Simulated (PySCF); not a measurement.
# Os: dipole response in x2c-TZVPPall plus 1 even-tempered diffuse shell per l

Aim: the static polarisability and the C₆ coefficient of Os, method by method.

The numbers are computed with PySCF 2.14.0 (unrestricted determinants in a Gaussian basis, no spin-orbit coupling in the energies), except any that are marked as measured or tabulated.

## 1. What is computed

```
Element     : osmium (Z = 76)
Basis       : x2c-TZVPPall with one added diffuse shell each of s, p, d, f type (12s8p8d4f1g, 113 functions)
Hamiltonian : the spin-free X2C one-electron Hamiltonian (Gaussian nucleus)
State 1     : Os: [Xe] 4f14 5d6 6s2, high-spin 5D determinant
Methods     : UHF
```

Outer shells as boxes (Hund's rule):

Os [Xe] 4f14 5d6 6s2
```
[Xe] core
4f [↑↓][↑↓][↑↓][↑↓][↑↓][↑↓][↑↓]
5d [↑↓][↑ ][↑ ][↑ ][↑ ]
6s [↑↓]
```

The runs were made by one driver on top of PySCF. The scripts below sum up each run's settings (the driver also hands on starting orbitals that pick excited configurations, and frozen orbitals as a list rather than a count), and the logs come from the driver's own runs. The driver starts from symmetry-adapted Hartree-Fock orbitals, holds the occupation by maximum overlap and uses a logarithmic radial grid for functionals, so a plain start would take other cycles.

The integrals over 113 functions and the set-up took 15 s of CPU time.

## 2. Os: UHF

**UHF**

input.py reads:

```python
from pyscf import gto, scf, dft, mp, cc
import basis_set_exchange as bse
mol = gto.M(atom="Os 0 0 0", charge=0, spin=4, symmetry="D2h",
            basis=gto.basis.parse(bse.get_basis("x2c-TZVPPall", elements=["Os"], fmt="nwchem", augment_diffuse=1)),
            nucmod="G")
mf = scf.UHF(mol).sfx2c1e()
mf.irrep_nelec = {'Ag': (12, 10), 'B1g': (3, 3), 'B2g': (3, 2), 'B3g': (3, 2), 'Au': (1, 1), 'B1u': (6, 6), 'B2u': (6, 6), 'B3u': (6, 6)}
mf.kernel()
```

What it wrote:

```text
damping factor = 0
level_shift factor = 0
DIIS = <class 'pyscf.scf.diis.CDIIS'>
diis_start_cycle = 1
diis_space = 10
diis_damp = 0
SCF conv_tol = 1e-09
SCF conv_tol_grad = None
number electrons alpha = 40  beta = 36
cycle= 1 E= -17250.0188956928  delta_E= -0.00393  |g|= 0.0201  |ddm|= 0.0706
cycle= 2 E= -17250.0190508905  delta_E= -0.000155  |g|= 0.00525  |ddm|= 0.016
cycle= 3 E= -17250.0190852635  delta_E= -3.44e-05  |g|= 0.00217  |ddm|= 0.0104
cycle= 4 E= -17250.0190966874  delta_E= -1.14e-05  |g|= 0.00165  |ddm|= 0.00441
cycle= 5 E= -17250.0191134194  delta_E= -1.67e-05  |g|= 0.00113  |ddm|= 0.00799
cycle= 6 E= -17250.0191291033  delta_E= -1.57e-05  |g|= 0.000648  |ddm|= 0.0113
cycle= 7 E= -17250.0191352299  delta_E= -6.13e-06  |g|= 0.000161  |ddm|= 0.0107
cycle= 8 E= -17250.0191353914  delta_E= -1.62e-07  |g|= 2.47e-05  |ddm|= 0.00178
cycle= 9 E= -17250.0191353929  delta_E= -1.45e-09  |g|= 5.09e-06  |ddm|= 0.000208
cycle= 10 E= -17250.019135393  delta_E= -8e-11  |g|= 9.65e-07  |ddm|= 4.65e-05
converged SCF energy = -17250.019135393  <S^2> = 6.0342275  2S+1 = 5.0136723
```

It used 66 s of CPU time after the integrals (shared host).

Orbital energies by shell (radii are means over both spins):

```tsv
shell	electrons	mean orbital energy (eV)	spread (eV)	rms radius (bohr)
1s β	1	-74270.0	0	0.0201
1s α	1	-74270.0	0	0.0201
2s α	1	-13079.8	0	0.0809
2s β	1	-13079.4	0	0.0809
2p α	3	-11426.8	0.112	0.0739
2p β	3	-11426.3	0.016	0.0739
3s α	1	-3109.1	0	0.207
3s β	1	-3109.0	0	0.207
3p α	3	-2613.3	0.197	0.209
3p β	3	-2613.2	0.161	0.209
3d α	5	-2037.7	0.216	0.191
3d β	5	-2037.4	0.266	0.191
4s α	1	-690.88	0	0.459
4s β	1	-690.35	0	0.459
4p α	3	-524.67	0.436	0.488
4p β	3	-524.15	0.281	0.488
4d α	5	-310.49	0.548	0.526
4d β	5	-309.67	0.579	0.526
5s α	1	-110.53	0	1.08
5s β	1	-105.78	0	1.08
4f α	7	-71.746	0.537	0.611
4f β	7	-71.165	0.312	0.611
5p α	3	-66.083	1.287	1.26
5p β	3	-59.033	0.861	1.26
5d α	5	-13.153	1.639	1.92
5d β	1	-9.433	0	1.92
6s α	1	-8.895	0	3.46
6s β	1	-6.772	0	3.46
```

⟨S²⟩ = 6.034, ⟨L²⟩ = 6.04.

The driver then solved the coupled dipole response at imaginary frequencies: mean α = 76.17 bohr³ (xx, yy, zz: 77.52, 77.52, 73.46), C₆ = 866.7 au for a like pair.

Spin-orbit coupling, absent here, splits the open shell strongly.

Radial density 4πr²ρ of Os at UHF, without picture-change correction:

```tsv
r (bohr)	density	spin density
0.000359	3.55	0.000
0.000604	7.23	0.000
0.00102	14.4	0.000
0.00171	27.5	0.000
0.00287	49.2	0.000
0.00484	78.5	0.000
0.00813	104	0.000
0.0137	105	-0.002
0.0230	91.8	-0.004
0.0387	122	0.012
0.0651	134	0.119
0.109	111	0.252
0.184	117	-0.013
0.310	70.0	0.319
0.521	63.8	0.054
0.876	20.8	1.114
1.47	8.96	2.835
2.48	2.27	0.944
4.17	0.469	0.022
7.02	0.0257	-0.013
11.8	4.94e-05	0.000
```

## 3. Polarisabilities and C₆

Os, in atomic units:

```tsv
method	mean α	C₆ (like pair)	S(−4)
UHF	76.17	866.7	3917
```

Reference α: 57 ± 3 bohr³ (recommended; Schwerdtfeger and Nagle, table of static dipole polarizabilities (2023 update)). Published C₆: 584.0 (Gould and Bucko (2016)).

α(iu) at UHF:

```tsv
u (hartree)	α(iu) (bohr³)
0	76.17
0.0500	68.45
0.100	55.74
0.200	36.28
0.300	25.05
0.500	14.49
0.750	9.091
1.00	6.444
1.50	3.861
2.00	2.612
3.00	1.436
5.00	0.6256
```

## 4. Outcome

| quantity | value |
| --- | --- |
| α of Os | 76.17 (UHF) bohr³; reference 57.00 |

For Os UHF differs from the reference by +34 %. All values hold for this basis alone; no basis-set limit was taken.
